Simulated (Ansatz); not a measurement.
**Te2Au: from the listed structure to its properties**

The task, for Te2Au: find the equilibrium cell, compute bands, density of states and charges and compare with the cell as listed.

Method: DFT r2SCAN, scalar-relativistic, plane waves, PAW, in Ansatz 0.2.0.

### Step 1. Starting point

Symmetry: P-3m1, No. 164, trigonal system. The conventional cell has a = 4.078 Å, b = 4.078 Å, c = 5.000 Å, α = 90.00°, β = 90.00°, γ = 120.00°. Te (site symmetry 3m) has 3 Au at 2.77 Å and 3 Te at 3.13 Å as nearest neighbours. Around Au (site symmetry -3m) lie 6 Te at 2.77 Å.

Coordinates:

```cif
data_structure
_symmetry_space_group_name_H-M 'P 1'
_symmetry_Int_Tables_number 1
_cell_length_a 4.0780
_cell_length_b 4.0780
_cell_length_c 5.0000
_cell_angle_alpha 90.000
_cell_angle_beta 90.000
_cell_angle_gamma 120.000
_cell_volume 72.01
loop_
_atom_site_label
_atom_site_type_symbol
_atom_site_fract_x
_atom_site_fract_y
_atom_site_fract_z
_atom_site_occupancy
Te1 Te 0.66667 0.33333 0.29320 1
Te2 Te 0.33333 0.66667 0.70680 1
Au1 Au 0.00000 0.00000 0.00000 1
```

Source of the structure: the Crystallography Open Database.

(A quick probe on a coarse mesh, which set the mesh and smearing, is not shown.)

### Step 3. Full relaxation

input.yaml reads:

```yaml
crystal:
  lattice:
    - [4.078, 0.0, 0.0]
    - [-2.039, 3.5316515966, 0.0]
    - [0.0, 0.0, 5.0]
  atoms:
    - { symbol: Te, position: [0.6666666667, 0.3333333333, 0.2932] }
    - { symbol: Te, position: [0.3333333333, 0.6666666667, 0.7068] }
    - { symbol: Au, position: [0.0, 0.0, 0.0] }
basis:
  ecutwfc: 500
kpoints:
  mp_grid: { grid: [12, 12, 8] }
hamiltonian:
  xc: r2scan
scf:
  occupations: { method: gaussian, width: 0.1 }
output:
  forces: true
  stress: true
  eigenvalues: true
  write_density: true
  write_potential: true
  elf: true
  volumetric_format: npy
relax:
  adjacent_minimum: "off"
  f_tol: 0.005
  max_steps: 80
  cell: { stress_tol: 0.05 }
```

The run is started by

```console
$ ansatz run input.yaml --threads 1 --pin off --max-ram 2560MiB --backend cpu --events-out ev --progress --plain --runs-dir out
```

Further runs follow: second relaxation; bands, states and charges; the cell as listed, for comparison; the listed cell with its atoms relaxed.

**Question.** What will these runs give? Wanted: relaxed cell; volume; formation energy; gap; states at the Fermi level; Bader charges; listed cell; listed cell, atoms relaxed.

**Answer**, as computed:

| quantity | value |
| --- | --- |
| relaxed cell | a = 4.189 Å, b = 4.189 Å, c = 5.176 Å, α = 90.00°, β = 90.00°, γ = 120.00° |
| space group (0.01 Å) | P-3m1 (No. 164) |
| volume | 26.22 Å³/atom |
| formation energy (elements from runs with the same settings, not shown) | -0.05 eV/atom |
| gap | none (metal) |
| states at the Fermi level | 1.19 per eV per cell |
| Bader charges | Te +0.13, Au -0.27 e |
| listed cell | 51.3 meV/atom above the relaxed cell, 8.2 GPa, gap none (metal) |
| listed cell, atoms relaxed | 51.3 meV/atom above the relaxed cell, 8.2 GPa, gap none (metal) |

**Reading.** The cell grew by 9.2 % in volume on relaxing. Bands cross the Fermi level: a metal at this level of theory. Of the projected weight within 0.25 eV of the Fermi level, the largest part is Te 5p (80 %). Charge transfer between the atoms is small (Bader charges up to 0.3 e). The listed cell costs 51.3 meV/atom and carries a pressure of 8.2 GPa at this level. Spin-orbit coupling is left out, which matters for the bands of Au, Te.
